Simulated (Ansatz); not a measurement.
# CH₄AlIn: taking an electron away

An exercise on one series of results from a longer session: the logs are not shown, and one member is left open.

The runs use Ansatz 0.2.0, Gaussian basis; unrestricted cation, the program's frozen cores in correlated methods.

Plan: UKS PBE-D4/def2-TZVPP; UKS r2SCAN-D4/def2-TZVPP; UKS PBE0-D4/def2-TZVPP; UKS B3LYP-D4/def2-TZVPP; UKS wB97X-V/def2-TZVPP; UKS wB97M-V/def2-TZVPP; UKS B2PLYP/def2-TZVPP; UHF-CCSD(T)/def2-TZVPP; UHF-MP2/def2-QZVPP; extrapolation to the limit; then −ε(HOMO) from the neutral's earlier runs with LDA (SPW92), PBE-D4, revPBE-D4, BLYP-D4, r2SCAN-D4, B97M-V, PBE0-D4, B3LYP-D4, r2SCANh-D4, r2SCAN0-D4, HSE06-D4, BHLYP-D4, CAM-B3LYP-D4, LC-ωPBE, ωB97X-V, ωB97M-V.

**Structure used throughout**

All runs share one geometry, relaxed beforehand with PBE0-D4 in a triple-zeta def2 set. In takes the def2 core potential; no spin-orbit term is included.

SMILES `[CH2]1[AlH][InH]1`, 7 atoms, charge 0, spin multiplicity 1.

Atoms are counted from 1 here; the program's logs count them from 0.

Bond lengths: C1–Al2 1.874 Å, C1–In3 2.440 Å, C1–H4 1.102 Å, C1–H5 1.092 Å, Al2–In3 2.543 Å, Al2–H6 1.584 Å, In3–H7 1.731 Å. Angles: Al2–C1–In3 70.8°, Al2–C1–H4 120.2°, Al2–C1–H5 127.0°, In3–C1–H4 79.7°, In3–C1–H5 142.8°, H4–C1–H5 107.9°, C1–Al2–In3 65.0°, C1–Al2–H6 138.7°, In3–Al2–H6 138.8°, C1–In3–Al2 44.1°, C1–In3–H7 117.5°, Al2–In3–H7 161.6°.

Geometry (Å):

```xyz
7
charge 0, multiplicity 1
C    -0.61301    0.13240   -0.65739
Al   -0.45515    0.91512    1.03794
In    1.22934   -0.92436    0.54410
H    -0.89687   -0.92759   -0.75482
H    -0.86621    0.63527   -1.59301
H    -0.48762    2.35835    1.68901
H     2.08952   -2.18919   -0.26583
```

The first run:

Contents of in.yaml:

```yaml
crystal:
  periodic: [false, false, false]
  atoms:
    - {symbol: C, position_ang: [-0.613015, 0.132395, -0.657388]}
    - {symbol: Al, position_ang: [-0.455152, 0.915124, 1.037937]}
    - {symbol: In, position_ang: [1.229336, -0.924358, 0.544100]}
    - {symbol: H, position_ang: [-0.896869, -0.927592, -0.754821]}
    - {symbol: H, position_ang: [-0.866209, 0.635268, -1.593011]}
    - {symbol: H, position_ang: [-0.487615, 2.358350, 1.689006]}
    - {symbol: H, position_ang: [2.089523, -2.189186, -0.265833]}
basis:
  gaussian: {orbitals: def2-TZVPP}
total_charge: 1
magnetization: {spin_polarized: true, initial_magnetization: 1}
hamiltonian: {xc: pbe, dispersion: d4}
```

On the command line:

```bash
$ ansatz run in.yaml --threads 2 --pin off --events-out ev --progress --plain --max-ram 4352MiB
```

Among the steps run: Cation, UKS PBE-D4/def2-TZVPP; Cation, UKS r2SCAN-D4/def2-TZVPP; Cation, UKS PBE0-D4/def2-TZVPP; Cation, UKS B3LYP-D4/def2-TZVPP; Cation, UKS wB97X-V/def2-TZVPP; Cation, UKS wB97M-V/def2-TZVPP; Cation, UKS B2PLYP (frozen core)/def2-TZVPP; Cation, UHF-CCSD(T)/def2-TZVPP; Cation, UHF-MP2/def2-QZVPP.

One table of the session follows, with a row left open; its other results are not shown here.

Orbital estimates, from the neutral's runs:

| functional | −ε(HOMO) (eV) |
| --- | --- |
| LDA (SPW92) | 5.06 |
| PBE-D4 | 4.90 |
| revPBE-D4 | 4.84 |
| BLYP-D4 | 4.76 |
| r2SCAN-D4 | 5.06 |
| B97M-V | 5.03 |
| PBE0-D4 | 5.71 |
| B3LYP-D4 | 5.56 |
| r2SCANh-D4 | 5.36 |
| r2SCAN0-D4 | 5.83 |
| HSE06-D4 | 5.33 |
| BHLYP-D4 | 6.40 |
| CAM-B3LYP-D4 | 6.81 |
| LC-ωPBE | ? |
| ωB97X-V | 7.68 |
| ωB97M-V | 7.60 |

Q: Estimate the row for LC-ωPBE from the others.

The run gave: −ε(HOMO) (eV): 7.93. In the column «−ε(HOMO) (eV)» it is the highest.
